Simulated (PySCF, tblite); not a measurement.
# C₅H₇F₂O radical: geometry, infrared bands and EPR parameters

Wanted: the infrared bands and EPR parameters of C₅H₇F₂O radical (`FC(F)[C@@H]1[CH]CCO1`), by calculation.

The runs use tblite 0.8.0 and PySCF 2.14.0, with density-fitted response routines of our own; the level of theory stands in each step. All values are computed, except where a source is named. Atoms are numbered from 0 throughout.

## (1) Starting geometry

15 atoms, charge 0, multiplicity 2; geometry from: force field or distance geometry start.

Bonds of the start (Å): F0–C1 1.37, C1–F2 1.38, C1–C3 1.50, C3–C4 1.48, C4–C5 1.52, C5–C6 1.53, C6–O7 1.40, O7–C3 1.42, C1–H8 1.12, C3–H9 1.11, C4–H10 1.09, C5–H11 1.10, C5–H12 1.11, C6–H13 1.09, C6–H14 1.11.

## (2) Relaxing the molecule with GFN2-xTB

Job settings and geometry (Å):

```
{"job": {"kind": "relax", "xc": "GFN2-xTB", "basis": "xTB"}, "charge": 0, "multiplicity": 2}
F      1.974600     1.438100     0.848300
C      2.013500     0.222500     0.220900
F      2.710300     0.328400    -0.960500
C      0.649900    -0.318300    -0.099900
C     -0.167600     0.529200    -0.992900
C     -1.561100     0.384200    -0.404800
C     -1.340400    -0.761400     0.580700
O     -0.091200    -0.422400     1.108500
H      2.565900    -0.535700     0.841600
H      0.676000    -1.360900    -0.486900
H      0.099100     1.582400    -1.027800
H     -2.271900     0.109000    -1.195700
H     -1.870800     1.289400     0.163400
H     -2.118300    -0.754800     1.351100
H     -1.272400    -1.721500     0.032200
```

Run with:

```sh
> OMP_NUM_THREADS=1 python probes_run.py task.json out
```

The driver reads the jobs from task.json and runs them one after another.

Output:

```text
step      E/eV     max force
  0    -753.89365    2.208
  1    -754.05255    1.200
  2    -754.18947    0.715
  3    -754.25750    0.638
  4    -754.31626    0.631
  5    -754.34865    0.492
  6    -754.39059    0.561
  7    -754.42569    0.634
  8    -754.45516    0.483
  9    -754.47803    0.347
 10    -754.49595    0.322
 11    -754.51096    0.292
 12    -754.52372    0.263
 13    -754.53453    0.251
 14    -754.54373    0.241
 15    -754.54990    0.175
 16    -754.55370    0.166
 17    -754.55685    0.149
 18    -754.56062    0.217
 19    -754.56621    0.240
 20    -754.57338    0.213
 21    -754.58106    0.229
 22    -754.58801    0.242
 23    -754.59472    0.221
 24    -754.60096    0.212
 25    -754.60708    0.175
 26    -754.61077    0.170
 27    -754.61351    0.132
 28    -754.61569    0.124
 29    -754.61890    0.134
 30    -754.62194    0.131
 31    -754.62417    0.109
 32    -754.62606    0.098
 33    -754.62777    0.099
 34    -754.62915    0.089
 35    -754.63018    0.071
 36    -754.63107    0.074
 37    -754.63209    0.090
 38    -754.63323    0.095
 39    -754.63447    0.085
 40    -754.63545    0.077
 41    -754.63676    0.085
 42    -754.63862    0.105
 43    -754.64082    0.103
 44    -754.64275    0.089
 45    -754.64404    0.087
 46    -754.64503    0.098
 47    -754.64605    0.125
 48    -754.64702    0.126
 49    -754.64823    0.071
 50    -754.64930    0.062
 51    -754.64970    0.051
 52    -754.65027    0.057
 53    -754.65077    0.056
 54    -754.65124    0.044
 55    -754.65160    0.053
 56    -754.65189    0.051
 57    -754.65215    0.041
 58    -754.65241    0.042
 59    -754.65260    0.030
 60    -754.65272    0.031
 61    -754.65284    0.030
 62    -754.65304    0.039
 63    -754.65340    0.047
 64    -754.65398    0.072
 65    -754.65475    0.089
 66    -754.65563    0.083
 67    -754.65642    0.056
 68    -754.65697    0.053
 69    -754.65758    0.053
 70    -754.65798    0.040
 71    -754.65821    0.041
 72    -754.65837    0.038
 73    -754.65848    0.028
 74    -754.65859    0.025
 75    -754.65866    0.021
 76    -754.65873    0.021
 77    -754.65880    0.022
 78    -754.65887    0.020
 79    -754.65894    0.015
 80    -754.65899    0.015
 81    -754.65902    0.011
 82    -754.65904    0.009
```

Wall time 0.44 s (1 thread of Arm Neoverse V1, shared host).

The steps of the relaxation: (not every step is listed)

| step | energy from step 0 (eV) | largest force (eV/Å) |
| --- | --- | --- |
| 0 | 0.0000 | 2.2075 |
| 1 | -0.1589 | 1.2005 |
| 2 | -0.2958 | 0.7150 |
| 3 | -0.3639 | 0.6381 |
| 4 | -0.4226 | 0.6315 |
| 5 | -0.4550 | 0.4922 |
| 6 | -0.4969 | 0.5607 |
| 7 | -0.5320 | 0.6345 |
| 8 | -0.5615 | 0.4826 |
| 14 | -0.6501 | 0.2408 |
| 20 | -0.6797 | 0.2129 |
| 26 | -0.7171 | 0.1705 |
| 32 | -0.7324 | 0.0978 |
| 38 | -0.7396 | 0.0946 |
| 44 | -0.7491 | 0.0894 |
| 50 | -0.7557 | 0.0616 |
| 56 | -0.7582 | 0.0512 |
| 62 | -0.7594 | 0.0388 |
| 68 | -0.7633 | 0.0529 |
| 74 | -0.7649 | 0.0249 |
| 77 | -0.7652 | 0.0217 |
| 78 | -0.7652 | 0.0200 |
| 79 | -0.7653 | 0.0150 |
| 80 | -0.7653 | 0.0154 |
| 81 | -0.7654 | 0.0107 |
| 82 | -0.7654 | 0.0091 |

Close pairs (by a distance rule), those that changed most:

| bond | before (Å) | after (Å) | change (Å) |
| --- | --- | --- | --- |
| C1–C3 | 1.502 | 1.553 | +0.051 |
| C4–C5 | 1.519 | 1.476 | -0.044 |
| C1–H8 | 1.125 | 1.099 | -0.026 |
| C6–O7 | 1.398 | 1.423 | +0.025 |
| C1–F2 | 1.376 | 1.353 | -0.023 |
| F0–C1 | 1.369 | 1.351 | -0.018 |
| C4–H10 | 1.087 | 1.070 | -0.017 |
| C5–H12 | 1.113 | 1.100 | -0.013 |

The final coordinates are the input of the step that follows.

## (3) Harmonic vibrations with GFN2-xTB

Job settings and geometry (Å):

```
{"job": {"kind": "ir", "xc": "GFN2-xTB", "basis": "xTB"}, "charge": 0, "multiplicity": 2}
F      1.530239     1.452940     0.901901
C      1.920550     0.285102     0.346634
F      2.841384     0.598923    -0.593385
C      0.724486    -0.467508    -0.296914
C     -0.210396     0.429989    -1.005429
C     -1.488330     0.472315    -0.268555
C     -1.388592    -0.784511     0.605032
O     -0.005804    -1.093731     0.737023
H      2.402641    -0.322513     1.125685
H      1.184892    -1.225162    -0.958842
H      0.094432     1.105038    -1.777172
H     -2.363009     0.459365    -0.922076
H     -1.556658     1.378656     0.350634
H     -1.792543    -0.650305     1.609642
H     -1.897704    -1.630608     0.123911
```

Output:

```text
mode    cm-1     km/mol
  1      40.6      2.58
  2      63.3      5.85
  3     128.2      2.96
  4     202.0      9.09
  5     238.8      0.74
  6     357.8      9.81
  7     368.0      8.06
  8     506.2     18.94
  9     642.7     45.16
 10     660.3      1.74
 11     726.7      8.30
 12     849.1      1.90
 13     875.8      8.86
 14     962.7     34.48
 15     972.8     10.21
 16    1006.2      0.26
 17    1016.1     31.53
 18    1048.3    143.52
 19    1074.6      1.94
 20    1093.7     63.00
 21    1100.0    107.07
 22    1133.0     19.60
 23    1174.5      8.98
 24    1193.9      9.73
 25    1228.8     14.74
 26    1243.6     20.14
 27    1260.6     13.53
 28    1273.0     18.43
 29    1291.9     10.04
 30    1314.3      7.33
 31    1437.6      9.83
 32    1482.1      0.02
 33    2777.7     40.15
 34    2848.8      7.73
 35    2886.3     58.73
 36    2911.5     23.67
 37    2961.0     21.61
 38    2980.2     26.66
 39    3186.2     11.09
```

Wall time 0.39 s (1 thread of Arm Neoverse V1, shared host).

The strongest bands and the atoms that carry them (share of the mass-weighted mode):

| cm⁻¹ | km/mol | atoms |
| --- | --- | --- |
| 643 | 45.2 | C1 34 %, C3 20 %, F0 14 % |
| 963 | 34.5 | O7 27 %, C6 25 %, C3 20 % |
| 1016 | 31.5 | H9 23 %, C1 17 %, C4 12 %, C3 10 % |
| 1048 | 143.5 | C1 45 %, F2 19 % |
| 1094 | 63.0 | C1 40 %, H8 15 %, F0 14 %, C3 12 % |
| 1100 | 107.1 | O7 27 %, C3 22 %, C6 15 % |
| 2778 | 40.1 | H9 94 % |
| 2886 | 58.7 | H14 89 % |

## (4) EPR parameters: B3LYP/pcH-1

Settings changed since step 3:

```diff
@@ -1,2 +1,2 @@
-{"job": {"kind": "ir", "xc": "GFN2-xTB", "basis": "xTB"}, "charge": 0, "multiplicity": 2}
+{"job": {"kind": "epr", "basis": "pcH-1"}, "charge": 0, "multiplicity": 2}
 F      1.530239     1.452940     0.901901
```

With the program's defaults for keys left out, this is: UKS B3LYP, pcH-1 on C F H O, non-relativistic, mean-field spin-orbit, GIAO.

Output:

```text
UKS, coarse grid
  cycle   1  E = -469.47064091  |g| = 6.44e-01
  cycle   2  E = -469.27672264  |g| = 1.02e+00
  cycle   3  E = -469.60754775  |g| = 6.23e-02
  cycle   4  E = -469.60849595  |g| = 4.30e-02
  cycle   5  E = -469.60919789  |g| = 9.73e-03
  cycle   6  E = -469.60922959  |g| = 3.86e-03
  cycle   7  E = -469.60923606  |g| = 1.16e-03
  cycle   8  E = -469.60923625  |g| = 3.26e-04
UKS, final grid
  cycle   1  E = -469.60922005  |g| = 2.94e-04
  cycle   2  E = -469.60922004  |g| = 3.23e-04
  cycle   3  E = -469.60922008  |g| = 2.92e-05
  cycle   4  E = -469.60922008  |g| = 1.96e-05
E = -469.60922008 Eh   <S^2> = 0.7539 (exact 0.7500)
g shifts (ppm)      1          2          3
  rmc          -142       -142       -142
  gc              2         30         24
  oz_so          42        644        839
  total         -99        532        720
hyperfine (MHz)  atom isotope    a_iso     a_fc   dipolar eigenvalues
    0   19F      14.18      14.18     -7.31      1.64      5.66
    1   13C      59.13      59.13     -6.23     -5.59     11.82
    2   19F       3.05       3.05     -6.85     -3.32     10.17
    3   13C     -33.55     -33.55     -1.80     -0.67      2.47
    4   13C     101.29     101.29    -81.12    -80.72    161.84
    5   13C     -31.75     -31.75     -2.53     -0.08      2.61
    6   13C       3.89       3.89     -1.30     -0.76      2.06
    7   17O       0.89       0.89     -1.24      0.40      0.84
    8    1H       6.05       6.05     -3.32     -1.80      5.12
    9    1H      95.58      95.58     -5.18     -4.14      9.32
   10    1H     -60.74     -60.74    -38.36     -0.76     39.12
   11    1H      77.89      77.89     -4.83     -4.48      9.31
   12    1H     149.62     149.62     -5.45     -2.85      8.30
   13    1H      -1.63      -1.63     -2.04     -1.65      3.69
   14    1H      -1.70      -1.70     -2.96     -2.43      5.39
```

Wall time 68 s (1 thread of Arm Neoverse V1, shared host); peak memory 1 GiB.

Principal g values 2.00222, 2.00285, 2.00304; g(iso) = 2.00270, against 2.00232 for a free electron.

Hyperfine couplings, nucleus by nucleus at this fixed geometry (no averaging over rotations):

| nuclei | isotope | a(iso) (MHz) | a(iso) (G, at g = 2.0023) | largest dipolar term (MHz) |
| --- | --- | --- | --- | --- |
| H12 | 1H | 149.6 | 53.4 | 8.3 |
| C4 | 13C | 101.3 | 36.1 | 161.8 |
| H9 | 1H | 95.6 | 34.1 | 9.3 |
| H11 | 1H | 77.9 | 27.8 | 9.3 |
| H10 | 1H | -60.7 | -21.7 | 39.1 |
| C1 | 13C | 59.1 | 21.1 | 11.8 |
| C3 | 13C | -33.5 | -12.0 | 2.5 |
| C5 | 13C | -31.7 | -11.3 | 2.6 |
| F0 | 19F | 14.2 | 5.1 | -7.3 |
| H8 | 1H | 6.0 | 2.2 | 5.1 |
| C6 | 13C | 3.9 | 1.4 | 2.1 |
| F2 | 19F | 3.0 | 1.1 | 10.2 |
| H14 | 1H | -1.7 | -0.6 | 5.4 |
| H13 | 1H | -1.6 | -0.6 | 3.7 |

Mulliken spin populations:

F0 0.00; C1 0.04; F2 0.00; C3 -0.07; C4 1.02; C5 -0.09; C6 0.01; O7 0.00; H8 0.00; H9 0.04; H10 -0.04; H11 0.03; H12 0.06; H13 0.00; H14 0.00

In first order the couplings over 0.8 MHz of 1H, 19F give 496 distinct lines over 146.4 G.

The fields below are evaluated on a grid from the run's orbitals.

ELF in a plane through or near 6 of the atoms.

Ten even steps from ' ' (0.00) to '@' (1.00):
```
                                                        
                                                        
                                                        
                      --**##++..                        
                    ::%%@@@@@@==                        
                    ..@@@@@@@@**    ==%%@@##..          
          ..--==..    ##@@@@%%++----%%@@@@@@**          
        ..++##%%++..  ::**::::==##++@@@@@@@@##          
      ..==%%==##++....==%%++..**##++##%%%%##::          
      ..++%%%%##==--**++**%%**::==++==--..              
        --****==--++%%::**==--  --**++--..              
          ..  ..--==**====%%**++==--%%%%**::            
            ..**++--  ..++++--##**++@@@@%%==            
            ++%%**::  ..**%%%%##----**##++::            
            ::++--    ..**%%%%**..  ..::..              
                        ::--==::                        
                                                        
                                                        
                                                        
                                                        
```
The map spans 11.0 Å across and 9.2 Å up, centred on the molecule. Atoms in the plane (x, y in Å): F2 (-2.9, 0.6), C3 (-0.7, -0.2), C4 (0.1, 1.0), O7 (0.1, -1.3), H10 (-0.3, 2.0), H11 (2.3, 1.2).

On the surface of density 0.002 e/bohr³ the electrostatic potential runs, from the 1st to the 99th percentile, from -1.19 V near O7 to 0.96 V near H8.

The spin density lies nearest to C4 65 %; H10 9 %; H12 6 %.

## (5) What came out

| quantity | value |
| --- | --- |
| strongest single infrared mode (GFN2-xTB) | 1048 cm⁻¹, 144 km/mol |
| zero-point energy (GFN2-xTB) | 69.4 kcal/mol |
| g(iso) (B3LYP) | 2.00270 |
| ⟨S²⟩ | 0.754 (exact 0.75) |
| largest a(iso) | 1H on H12, 149.6 MHz |
| surface potential, 1st and 99th percentile | -1.19 V and 0.96 V |

What this shows: Relaxing lowered the energy by 0.765 eV in 82 steps; the close pair that moved most is C1–C3, from 1.502 to 1.553 Å. All 39 modes are real, so the xTB geometry is a minimum. The strongest single mode, at 1048 cm⁻¹, is spread over many atoms; the largest shares are those of C1, F2. GFN2-xTB is a fitted tight-binding method: band positions and strengths are rough. Its intensities can rank the bands wrongly. C4 carries the largest spin population, 1.02 e. The isotropic g lies 0.4 ppt above the free-electron value.
